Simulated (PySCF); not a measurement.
**A diatomic session: GeF−**

An exercise on one series of results from a longer session: the logs are not shown, and one member is left open.

Program: PySCF 2.14.0. Level of theory: Ge aug-pcseg-1, F aug-pcseg-1, no relativity. These are calculated values, not measurements.

1 further run of the same task is left out (set aside as unsound or not needed).

Set-up of the first run:

The job is set up so:

```json
{
 "atoms": "Ge, F",
 "charge": "-1",
 "basis": "Ge aug-pcseg-1, F aug-pcseg-1",
 "Hamiltonian": "no relativity",
 "basis functions": "59",
 "electrons treated": "42",
 "masses in u": "73.9212, 18.9984",
 "levels": "PBE0, PBE, r²SCAN, BP86, LDA, M06-2X, HF, MP2, SCS-MP2",
 "grid": "80 radial by 434 angular points",
 "occupations": "held fixed by the projection of orbital angular momentum",
 "dissociation limit": "Ge + F−, each in its ground configuration",
 "starting distance in angstrom": "1.875",
 "values of 2S to try": "0, 2"
}
```

On the command line:

```
$ OMP_NUM_THREADS=1 python dia.py task.json out
```

Among the steps run: The job; PBE0 along the bond; Higher solutions at PBE0; PBE; r²SCAN; BP86 (GGA); LDA (local density); M06-2X; UHF.

One of the session's tables, all rows but one given; the rest of the session is left out.

Energy (eV) from each level's lowest point:

```
R (Å)    UHF  UHF-MP2  UHF-SCS-MP2    LDA    PBE
1.628  0.671    0.839        0.850  0.680  0.864
1.704  0.266    0.380        0.388  0.274  0.397
1.779  0.063    0.127        0.131  0.067  0.137
1.836  0.003    0.033        0.036  0.005  0.038
1.893  0.000    0.000        0.000  0.000  0.000
1.950  0.039    0.012        0.009  0.038  0.007
2.026  0.134    0.078        0.072  0.135  0.067
2.120  0.297    0.214        0.203  0.304  0.195
2.234      ?        ?            ?      ?      ?
2.385  0.827    0.716        0.692  0.873  0.672
```

Q: Estimate the row for R (Å) = 2.234 from the others.

Worked estimate for «UHF». A straight line through the neighbours (2.120, 0.297) and (2.385, 0.827) gives 0.297 + (0.827 − 0.297) × (2.234 − 2.120) / (2.385 − 2.120) = 0.525; a parabola fitted to 3 rows on both sides gives 0.512.

As computed: UHF: 0.522; UHF-MP2: 0.419; UHF-SCS-MP2: 0.402; LDA: 0.542; PBE: 0.389. In «UHF» the line misses by +0.003 and the parabola by -0.010.
